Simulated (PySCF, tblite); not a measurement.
# C₇H₁₃O−: geometry, infrared bands and NMR shifts

Aim: predict the infrared bands and NMR shifts of C₇H₁₃O− (`[O-]CCC1CCCC1`).

Computed with tblite 0.8.0 and PySCF 2.14.0, with density-fitted response routines of our own, on a single molecule in the gas phase. Atoms are numbered from 0 throughout.

## Step 1: The starting structure

21 atoms, charge -1, multiplicity 1; geometry from: force field or distance geometry start.

Bonds of the start (Å): O0–C1 1.40, C1–C2 1.49, C2–C3 1.50, C3–C4 1.51, C4–C5 1.51, C5–C6 1.50, C6–C7 1.52, C7–C3 1.49, C1–H8 1.11, C1–H9 1.11, C2–H10 1.11, C2–H11 1.11, C3–H12 1.13, C4–H13 1.14, C4–H14 1.09, C5–H15 1.11, C5–H16 1.10, C6–H17 1.10, C6–H18 1.11, C7–H19 1.13, C7–H20 1.10.

## Step 2: Relaxing the molecule with GFN2-xTB

The job: settings as JSON, then the geometry in Å.

```
{"job": {"kind": "relax", "xc": "GFN2-xTB", "basis": "xTB"}, "charge": -1, "multiplicity": 1}
O      3.638000    -0.224800    -0.773200
C      2.513800    -0.688000    -0.078400
C      1.502400     0.402500    -0.077600
C      0.227000     0.068000     0.629900
C     -0.676500     1.276100     0.527300
C     -2.078700     0.764300     0.284100
C     -1.867300    -0.575000    -0.360800
C     -0.507600    -1.097900     0.062000
H      2.194700    -1.602600    -0.613900
H      2.850000    -0.904000     0.962200
H      1.934500     1.275800     0.461100
H      1.272400     0.753200    -1.105100
H      0.348000    -0.117900     1.733400
H     -0.355400     1.818700    -0.421300
H     -0.570500     1.934700     1.392600
H     -2.589900     1.495100    -0.369200
H     -2.598400     0.730300     1.248200
H     -1.944200    -0.538700    -1.459000
H     -2.636200    -1.292400     0.007900
H     -0.684300    -1.866800     0.864900
H      0.019200    -1.593500    -0.760900
```

The run is started by

```bash
$ OMP_NUM_THREADS=1 python probes_run.py task.json out
```

This one command runs all jobs of the session in turn.

**Question.** This job is followed by: GFN2-xTB harmonic vibrations, gas phase; GIAO PBE0/pcSseg-1 NMR shielding, non-relativistic, gas phase. What will the session give for the following? strongest single infrared mode (GFN2-xTB); zero-point energy (GFN2-xTB); 13C shifts against TMS (PBE0/pcSseg-1, means over atoms taken as alike); 1H shifts against TMS (PBE0/pcSseg-1, means over atoms taken as alike); 17O shifts against H2O (PBE0/pcSseg-1).

The runs gave:

```
                                                               quantity                                         value
                              strongest single infrared mode (GFN2-xTB)                         2022 cm⁻¹, 629 km/mol
                                           zero-point energy (GFN2-xTB)                                114.9 kcal/mol
13C shifts against TMS (PBE0/pcSseg-1, means over atoms taken as alike)              92.7, 65.4, 38.5, 36.2, 31.2 ppm
 1H shifts against TMS (PBE0/pcSseg-1, means over atoms taken as alike)  6.68, 2.07, 1.57, 1.49, 1.31, 1.17, 1.17 ppm
                                 17O shifts against H2O (PBE0/pcSseg-1)                                     136.9 ppm
```

**Reading.** The optimisation took 97 steps and gained 0.837 eV; among the close pairs (by a distance rule), O0–C1 changed most, from 1.400 to 1.295 Å. No mode is imaginary among the 57: a minimum at this level. The strongest single mode, at 2022 cm⁻¹, moves mainly H9 and H8. GFN2-xTB is a fitted tight-binding method: band positions and strengths are rough. Its intensities can rank the bands wrongly. The most deshielded carbon is C1 (sp3 CH2 bonded to O), at 92.7 ppm: deshielded by the electronegative neighbour. H8, H9 (mean) (hydrogen on an sp3 CH2 bonded to O) lies farthest downfield among hydrogen, at 6.68 ppm; its carbon carries O, an electronegative neighbour. At PBE0/pcSseg-1: The largest span, 207 ppm, is at O0, where the paramagnetic term is -191 ppm. At PBE0/pcSseg-1 the HOMO lies above zero (+0.84 eV), as often for anions in the gas phase: self-interaction error lifts it, or the electron is held by the finite basis alone; counter-ions and solvent are missing.
